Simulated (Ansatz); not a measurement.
CH₅AsB, SMILES C[B][AsH2], a rigid scan of one bond length

With Ansatz 0.2.0 through its Python package.

Run as a notebook:

In [1]:
```python
import ansatz as az
from ase import Atoms
import matplotlib.pyplot as plt
import numpy as np
```

In [2]:
```python
atoms = Atoms(["C", "B", "As", "H", "H", "H", "H", "H"], positions=[
    (1.189, -0.1894, 0.1637),
    (0.101, 0.9515, 0.3325),
    (-1.6996, 0.8132, -0.6183),
    (1.4614, -0.2866, -0.9074),
    (2.0922, 0.0727, 0.7519),
    (0.7772, -1.1523, 0.5299),
    (-1.482, -0.6945, -0.9722),
    (-2.4392, 0.4855, 0.7198),
])
geometry = az.Crystal.molecule_from_ase(atoms)

symbols = [site.symbol for site in geometry.cartesian_sites]
start = np.array([site.position_ang for site in geometry.cartesian_sites])
axis = (start[3] - start[0]) / np.linalg.norm(start[3] - start[0])
moving = [3]
lengths, energies = [0.976, 1.021, 1.065, 1.109, 1.154, 1.198, 1.243, 1.309], []
for length in lengths:
    xyz = start.copy()
    xyz[moving] += (length - np.linalg.norm(start[3] - start[0])) * axis
    point = az.Crystal.molecule()
    for symbol, place in zip(symbols, xyz):
        point = point.atom(symbol, place.tolist())
    calculation = (
        point.calculation()
        .basis(gaussian="def2-SVP")
        .correlation("mp2")
        .spin("collinear", total=1)  # two spin channels
    )
    report = calculation.run().report
    energies.append(report["free_energy_ev"])
    print(f"r = {length:6.3f} A  E = {energies[-1]:.5f} eV  <S^2> = {abs(report['mean_field']['state']['spin_squared']):.3f}")
```
```text
r =  0.976 A  E = -62577.90217 eV  <S^2> = 0.755
r =  1.021 A  E = -62578.11950 eV  <S^2> = 0.755
r =  1.065 A  E = -62578.22601 eV  <S^2> = 0.755
r =  1.109 A  E = -62578.25053 eV  <S^2> = 0.755
r =  1.154 A  E = -62578.20959 eV  <S^2> = 0.755
r =  1.198 A  E = -62578.11971 eV  <S^2> = 0.755
r =  1.243 A  E = -62577.98890 eV  <S^2> = 0.755
r =  1.309 A  E = -62577.74575 eV  <S^2> = 0.755
```

In [3]:
```python
# quartic fit about the minimum
fit = np.polynomial.Polynomial.fit(lengths, np.array(energies) - min(energies), 4).convert()
roots = [r.real for r in fit.deriv().roots() if abs(r.imag) < 1e-9 and fit.deriv(2)(r.real) > 0]
r_e = min(roots, key=lambda r: abs(r - lengths[int(np.argmin(energies))]))
print(f"minimum of the fit at {r_e:.4f} A, force constant {fit.deriv(2)(r_e):.2f} eV/A^2")
plt.figure(figsize=(4.5, 3))
plt.plot(lengths, np.array(energies) - min(energies), "o-")
plt.xlabel("bond length (A)")
plt.ylabel("E - E(min) (eV)")
plt.tight_layout()
plt.savefig("scan.png", dpi=100)
```
```text
minimum of the fit at 1.1020 A, force constant 34.43 eV/A^2
```

Reading the output:
- Total energies depend on the basis set; only differences at equal settings carry meaning.
- The rest of the molecule is held rigid at a force-field or estimated start geometry, and the basis set is modest; single-reference methods fail as a bond breaks.
- The run takes the species as open-shell (spin multiplicity 2), which needn't be its ground state.
- S² is that of the Hartree-Fock reference.
- Run time: 14 s on 1 thread of Arm Neoverse V2, with other jobs on the host, peak memory 0.29 GiB.
